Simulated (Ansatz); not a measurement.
# BrCl2GeH3O: the cost of one run

Program: Ansatz 0.2.0. Level of theory: RKS LDA/def2-SVP. These are calculated values, not measurements.

## 1. The structure to begin with

Bond lengths: Ge1–Cl2 2.570 Å, Ge1–O3 1.770 Å, O3–H4 1.010 Å, Ge1–Cl5 2.218 Å, Ge1–H6 1.549 Å, Ge1–Br7 2.700 Å, Cl5–Br7 2.657 Å, Cl2–H8 1.519 Å, Br7–H8 1.695 Å. Angles (14 of 17 angles, heavy atoms first): Cl2–Ge1–O3 109.4°, Cl2–Ge1–Cl5 109.5°, Cl2–Ge1–Br7 71.6°, O3–Ge1–Cl5 109.5°, O3–Ge1–Br7 75.6°, Cl5–Ge1–Br7 64.5°, Ge1–Cl5–Br7 66.6°, Ge1–Br7–Cl5 48.9°, Ge1–Cl2–H8 73.4°, Cl2–Ge1–H6 109.5°, O3–Ge1–H6 109.5°, Cl5–Ge1–H6 109.5°, H6–Ge1–Br7 173.5°, Ge1–O3–H4 109.5°.

As a file:

```xyz
8

Ge    0.0000    0.0000    0.0000
Cl    0.0000    0.0000    2.5700
O     1.6691    0.0000   -0.5894
H     1.9855   -0.9521   -0.7061
Cl   -1.0456    1.8115   -0.7393
H    -0.7300   -1.2648   -0.5162
Br    1.0122    2.3539    0.8514
H     0.5750    1.3372    2.1355
```

## 2. Pulling towards end A

Springs on the bonds that form and break draw the guess towards this end; the thresholds are loose.

The input, input.yaml:

```yaml
crystal:
  periodic: [false, false, false]
  atoms:
    - { symbol: Ge, position_ang: [0.0, 0.0, 0.0] }
    - { symbol: Cl, position_ang: [0.0, 0.0, 2.57] }
    - { symbol: O, position_ang: [1.6691, 0.0, -0.5894] }
    - { symbol: H, position_ang: [1.9855, -0.9521, -0.7061] }
    - { symbol: Cl, position_ang: [-1.0456, 1.8115, -0.7393] }
    - { symbol: H, position_ang: [-0.73, -1.2648, -0.5162] }
    - { symbol: Br, position_ang: [1.0122, 2.3539, 0.8514] }
    - { symbol: H, position_ang: [0.575, 1.3372, 2.1355] }
basis:
  gaussian: { orbitals: def2-SVP }
hamiltonian:
  xc: lda
relax:
  f_tol: 0.15
  max_steps: 25
  restrain:
    - { distance: [0, 6], at: 3.6, k: 30.0 }
    - { distance: [7, 1], at: 2.57, k: 30.0 }
    - { distance: [0, 1], at: 2.22, k: 30.0 }
    - { distance: [7, 6], at: 1.55, k: 30.0 }
```

Command:

```bash
$ ansatz run input.yaml --threads 4 --pin off --max-ram 5120MiB --backend cpu --events-out ev --progress --plain --runs-dir out
```

**Question.** How long does this run take on 4 threads of Arm Neoverse V2, shared host, and how much memory does it need?

About 8.3 s, with a peak of 0.21 GiB.
